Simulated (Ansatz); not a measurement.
**GaAsH₆: up Jacob's ladder to CCSD(T)**

How much do the methods differ for GaAsH₆? The plan is to run it at one geometry with functionals of several rungs and with coupled cluster. The yardstick is the atomisation energy at the CCSD(T) limit.

The runs use Ansatz 0.2.0, Gaussian basis; functionals in def2-TZVPP, the program's frozen cores in correlated methods.

The runs, in order: LDA (SPW92), PBE-D4, revPBE-D4, BLYP-D4, r2SCAN-D4, B97M-V, PBE0-D4, B3LYP-D4, r2SCANh-D4, r2SCAN0-D4, HSE06-D4, BHLYP-D4, CAM-B3LYP-D4, LC-ωPBE, ωB97X-V, ωB97M-V, B2PLYP, PBE-QIDH; CCSD(T)/def2-SVP; CCSD(T)/def2-TZVPP; MP2/def2-QZVPP; extrapolation to the limit; RPA on PBE.

## 1. The geometry

An earlier PBE0-D4 in a triple-zeta def2 set relaxation fixed the geometry.

SMILES `[GaH3-][AsH3+]`, 8 atoms, charge 0, spin multiplicity 1.

Atoms are counted from 1 here; the program's logs count them from 0.

Bond lengths: Ga1–As2 2.660 Å, Ga1–H3 1.574 Å, Ga1–H4 1.574 Å, Ga1–H5 1.574 Å, As2–H6 1.509 Å, As2–H7 1.509 Å, As2–H8 1.509 Å. Angles: As2–Ga1–H3 96.1°, As2–Ga1–H4 96.0°, As2–Ga1–H5 96.1°, H3–Ga1–H4 118.9°, H3–Ga1–H5 118.9°, H4–Ga1–H5 118.9°, Ga1–As2–H6 120.3°, Ga1–As2–H7 120.4°, Ga1–As2–H8 120.3°, H6–As2–H7 96.8°, H6–As2–H8 96.8°, H7–As2–H8 96.8°.

## 2. LDA

This LDA is Slater exchange with PW92 correlation.

File in.yaml:

```yaml
crystal:
  periodic: [false, false, false]
  atoms:
    - {symbol: Ga, position_ang: [-0.484038, 0.147844, -1.471233]}
    - {symbol: As, position_ang: [0.365017, -0.117647, 1.035961]}
    - {symbol: H, position_ang: [0.423185, -0.988130, -2.075548]}
    - {symbol: H, position_ang: [-1.996507, -0.166903, -1.167626]}
    - {symbol: H, position_ang: [-0.038042, 1.648346, -1.639499]}
    - {symbol: H, position_ang: [1.005175, 1.046845, 1.750888]}
    - {symbol: H, position_ang: [1.421059, -1.139309, 1.379416]}
    - {symbol: H, position_ang: [-0.603750, -0.488146, 2.131941]}
basis:
  gaussian: {orbitals: def2-TZVPP}
hamiltonian: {xc: lda}
output: {orbitals: {seedname: orbitals}}
```

Further steps of the session: PBE-D4 (GGA); revPBE-D4 (GGA); BLYP-D4 (GGA); r2SCAN-D4 (meta-GGA); B97M-V (meta-GGA); PBE0-D4 (hybrid); B3LYP-D4 (hybrid); r2SCANh-D4 (hybrid); r2SCAN0-D4 (hybrid); HSE06-D4 (hybrid); BHLYP-D4 (hybrid); CAM-B3LYP-D4 (range-separated); LC-ωPBE-D4 (range-separated); ωB97X-V (range-separated); ωB97M-V (range-separated); B2PLYP (double hybrid); PBE-QIDH (double hybrid); CCSD(T) in def2-SVP; CCSD(T) in def2-TZVPP; MP2 in def2-QZVPP; RPA on PBE orbitals.

Q: Predict the results of all the runs planned. Wanted: atomisation energy, CCSD(T)/CBS; farthest beyond LDA; mean size of error, GGA; mean size of error, meta-GGA; mean size of error, hybrid; mean size of error, range-separated; mean size of error, double hybrid; gap, smallest and largest; T1 diagnostic.

As calculated:

```
                               quantity                                                   value
        atomisation energy, CCSD(T)/CBS                                               18.768 eV
    functionals within 0.188 eV (1.0 %)  r2SCAN-D4, B3LYP-D4, r2SCANh-D4, CAM-B3LYP-D4, ωB97M-V
                    farthest beyond LDA                                   revPBE-D4 (-0.706 eV)
                mean size of error, GGA                                                0.471 eV
           mean size of error, meta-GGA                                                0.185 eV
             mean size of error, hybrid                                                0.265 eV
    mean size of error, range-separated                                                0.220 eV
      mean size of error, double hybrid                                                0.426 eV
              gap, smallest and largest               5.34 eV (LDA (SPW92)), 12.36 eV (LC-ωPBE)
                          T1 diagnostic                                                  0.0123
triples share of the correlation energy                                                   3.3 %
```

In words: LDA overbinds by 2.299 eV (12 %). PBE-D4 misses by -0.425 eV. Double hybrids carry the basis error of their MP2 part in triple zeta, and no dispersion term here, so their miss is partly the set-up's. Taken by rung, meta-GGA functionals do best (0.185 eV on average) and GGA ones worst beyond LDA (0.471 eV). The gap between the best rungs is small, so their order is not settled. Misses under about 0.188 eV are within the doubt on the reference itself, which lacks core-valence correlation, relativity and higher excitations, and its outer-core shells are covered unevenly. Hartree-Fock recovers 71 % of the binding; the rest is correlation. CCSD(T) in def2-SVP is off by -1.307 eV, worse than the median functional, from the basis alone. Orbital gaps span 5.3 to 12.4 eV; exact exchange widens them. Correlated methods include outer-core shells of As, Ga, which these sets cover unevenly.
